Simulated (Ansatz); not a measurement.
# As2H4 (triplet): wave-function methods side by side, cc-pVTZ

The task here is to estimate one member of a computed series from the others.

Method: cc-pVTZ, core rule «outside noble gas», up to 28 orbitals frozen; program: Ansatz 0.2.0, Gaussian basis.

To be run: UHF; CCSD(T) on ROHF; CCSD(T) on UHF; BCCD(T) on ROHF; CCSDT(Q) on ROHF; CCSDT(Q) on UHF; CASSCF and NEVPT2, 14 electrons in 12 orbitals.

3 further runs of the same task are left out: 3 set aside as unsound or not needed. Runs told in other sessions of the task aren't counted.

## The geometry

The geometry is a PBE0/def2-TZVP stationary point (not a proven minimum) of the parent state, kept for this charge and spin. No spin-orbit coupling is included. The filled d shell of As may be among the frozen orbitals whatever the setting's name suggests.

6 atoms, charge 0, spin multiplicity 3.

Atoms are counted from 1 here; the program's logs count them from 0.

Bond lengths: As1–As2 2.483 Å, As1–H3 1.521 Å, As1–H4 1.521 Å, As2–H5 1.521 Å, As2–H6 1.521 Å. Angles: As2–As1–H3 94.9°, As2–As1–H4 94.9°, H3–As1–H4 91.4°, As1–As2–H5 94.9°, As1–As2–H6 94.9°, H5–As2–H6 91.4°.

As a file:

```xyz
6

As    0.0276    0.0000    1.2417
As    0.0276    0.0000   -1.2417
H    -1.0276    1.0883    1.3713
H    -1.0267   -1.0892    1.3713
H    -1.0276    1.0883   -1.3713
H    -1.0267   -1.0892   -1.3713
```

Set-up of the first run:

Input file in.yaml:

```yaml
crystal:
  periodic: [false, false, false]
  atoms:
    - {symbol: As, position_ang: [0.027637, 0.000012, 1.241689]}
    - {symbol: As, position_ang: [0.027637, 0.000012, -1.241689]}
    - {symbol: H, position_ang: [-1.027576, 1.088298, 1.371313]}
    - {symbol: H, position_ang: [-1.026741, -1.089188, 1.371314]}
    - {symbol: H, position_ang: [-1.027576, 1.088298, -1.371313]}
    - {symbol: H, position_ang: [-1.026741, -1.089188, -1.371314]}
basis:
  gaussian: {orbitals: cc-pVTZ}
magnetization: {spin_polarized: true, initial_magnetization: 2}
hamiltonian: {xc: hf}
output: {orbitals: {seedname: orbitals}}
```

The run is started by

```
> ansatz run in.yaml --threads 1 --pin off --events-out ev --progress --plain --max-ram 4096MiB --backend cpu
```

Steps of the session up to this table: UHF; CCSD(T) on ROHF; CCSD(T) on UHF; BCCD(T) on ROHF; CCSDT(Q) on ROHF; CCSDT(Q) on UHF; CASSCF and NEVPT2, 14 electrons in 12 orbitals.

One of the session's tables, all rows but one given; the rest of the session is left out.

| method | from UCCSDT(Q) (meV) |
| --- | --- |
| ROHF | +9323.2 |
| UHF | +9151.1 |
| RMP2 | +1611.1 |
| UMP2 | +1627.7 |
| RCCSD | +424.8 |
| UCCSD | +414.8 |
| RCCSD(T) | +72.9 |
| UCCSD(T) | +67.9 |
| BCCD(T) | +71.9 |
| RCCSDT | +24.6 |
| UCCSDT | +18.2 |
| RCCSDT(Q) | +6.9 |
| UCCSDT(Q) | 0 |
| CASSCF valence | +7224.6 |
| NEVPT2 valence | ? |

Q: Estimate the row for NEVPT2 valence from the others.

As computed: from UCCSDT(Q) (meV): +1659.5. In the column «from UCCSDT(Q) (meV)» it lies between UMP2 (+1627.7) and CASSCF valence (+7224.6).

Limits of these values: Restricted and unrestricted rows rest on different reference determinants; a gap between their highest levels can come from leftover correlation error, from unlike frozen cores or from another state.
